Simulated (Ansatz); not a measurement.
# Sn2Sb3Te2: the cost of one run

Program: Ansatz 0.2.0. Level of theory: DFT PBE, scalar-relativistic, plane waves, PAW, unless a step names another level. These are calculated values, not measurements.

1 further run of the same task is left out (it didn't finish). Runs told in other sessions of the task aren't counted.

### Step 1. The starting structure

It takes space group R-3m (No. 166, trigonal). The conventional cell has a = 4.337 Å, b = 4.337 Å, c = 40.179 Å, α = 90.00°, β = 90.00°, γ = 120.00°. Around Sn (site symmetry 3m) lie 3 Te at 3.07 Å and 3 Sb at 3.09 Å. Sb (site symmetry -3m) has 6 Sn at 3.09 Å in its first shell of neighbours. Sb (site symmetry 3m) has 3 Sb at 2.96 Å and 3 Te at 3.41 Å in its first shell of neighbours. Around Te (site symmetry 3m) lie 3 Sn at 3.07 Å and 3 Sb at 3.41 Å.

Coordinates:

```
CELL_PARAMETERS angstrom
2.16825 1.25184 13.39290
-2.16825 1.25184 13.39290
0.00000 -2.50368 13.39290
ATOMIC_POSITIONS crystal
Sn 0.71160 0.71160 0.71160
Sn 0.28840 0.28840 0.28840
Sb 0.00000 0.00000 0.00000
Sb 0.14693 0.14693 0.14693
Sb 0.85307 0.85307 0.85307
Te 0.42251 0.42251 0.42251
Te 0.57749 0.57749 0.57749
```

It came out lowest among 15 distinct ends of the trial cells. At a tolerance of 0.05 Å it has space group R-3m (No. 166).

### Step 2. Static run: bands, density of states and charges

input.yaml reads:

```yaml
crystal:
  lattice:
    - [2.1682532734, 1.2518416111, 13.3928979849]
    - [-2.1682532734, 1.2518416111, 13.3928979849]
    - [0.0, -2.5036832222, 13.3928979849]
  atoms:
    - { symbol: Sn, position: [0.7116019263, 0.7116019263, 0.7116019263] }
    - { symbol: Sn, position: [0.2883980737, 0.2883980737, 0.2883980737] }
    - { symbol: Sb, position: [0.0, 0.0, 0.0] }
    - { symbol: Sb, position: [0.1469334066, 0.1469334066, 0.1469334066] }
    - { symbol: Sb, position: [0.8530665934, 0.8530665934, 0.8530665934] }
    - { symbol: Te, position: [0.4225109875, 0.4225109875, 0.4225109875] }
    - { symbol: Te, position: [0.5774890125, 0.5774890125, 0.5774890125] }
basis:
  ecutwfc: 420
kpoints:
  mp_grid: { grid: [12, 12, 12] }
  band_path:
    path:
      - [[0.0, 0.0, 0.0], [0.5, 0.5, 0.5], [0.82750884, 0.17249116, 0.5]]
      - [[0.5, -0.17249116, 0.17249116], [0.5, 0.0, 0.0], [0.0, 0.0, 0.0], [0.33624558, -0.33624558, 0.0]]
      - [[0.66375442, 0.0, 0.33624558], [0.5, 0.0, 0.5], [0.0, 0.0, 0.0]]
    npoints: 14
hamiltonian:
  xc: pbe
scf:
  occupations: { method: gaussian, width: 0.1 }
  n_extra_bands: 17
output:
  forces: true
  stress: true
  eigenvalues: true
  populations: true
  dos: { projected: true, de: 0.02, nscf_kmesh: { grid: [15, 15, 15] } }
  bader: true
  write_density: true
  write_potential: true
  elf: true
  volumetric_format: npy
```

On the command line:

```console
> ansatz run input.yaml --threads 1 --pin off --max-ram 2560MiB --backend cpu --events-out ev --progress --plain --runs-dir out
```

Q: Estimate wall time and peak memory on 1 thread of AMD EPYC 7R43 (Zen 3), shared host.

About 13 min, with a peak of 2.3 GiB.
